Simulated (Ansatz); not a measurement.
# KBr: a single-point run

The task is a single-point run on KBr. The structure is shown as the input types it.

Computed with Ansatz 0.2.0 (density functional or hybrid calculation with the settings of its input, plane waves (as first typed), unless a step's input says otherwise).

2 further runs of the same task are left out: 2 that didn't finish.

## Step 1: Starting point

The structure is cubic, space group Fm-3m (No. 225). Conventional cell: a = 6.604 Å, b = 6.604 Å, c = 6.604 Å, α = 90.00°, β = 90.00°, γ = 90.00°. Around K (site symmetry m-3m) lie 6 Br at 3.30 Å. Around Br (site symmetry m-3m) lie 6 K at 3.30 Å.

Structure file:

```xyz
2
Lattice="0.0000 3.3022 3.3022 3.3022 0.0000 3.3022 3.3022 3.3022 0.0000" Properties=species:S:1:pos:R:3 pbc="T T T"
K     0.0000    0.0000    0.0000
Br    3.3022    3.3022    3.3022
```

## Step 2: Input and run

input.yaml reads:

```yaml
crystal:
  lattice:
    - [0.0, 3.3022478341, 3.3022478341]
    - [3.3022478341, 0.0, 3.3022478341]
    - [3.3022478341, 3.3022478341, 0.0]
  atoms:
    - { symbol: K, position: [0.0, 0.0, 0.0] }
    - { symbol: Br, position: [0.5, 0.5, 0.5] }
kpoints:
  mp_grid: { grid: [4, 4, 4] }
hamiltonian:
  xc: hse06
scf:
  occupations: { method: fixed }
  n_extra_bands: 4
  max_iter: 66
output:
  forces: true
  stress: true
  eigenvalues: true
basis:
  ecutwfc: 80
```

The run is started by

```bash
ansatz run input.yaml --threads 4 --pin off --max-ram 3686MiB --backend cpu --events-out ev --progress --plain --runs-dir out
```

What happens when this is run?

The run converged and reported no error, with warnings (cutoff below recommended, stress exchange threshold loose, stress scf threshold loose). Its log warns: «basis.ecutwfc = 80 eV is below the records' recommended 420 eV ...»

In the input, basis.ecutwfc is 80. The cutoff lies far under what these potentials need. The potentials' recommended cutoff is 420 eV.

Run again and compare: delete basis.ecutwfc (the default then holds).
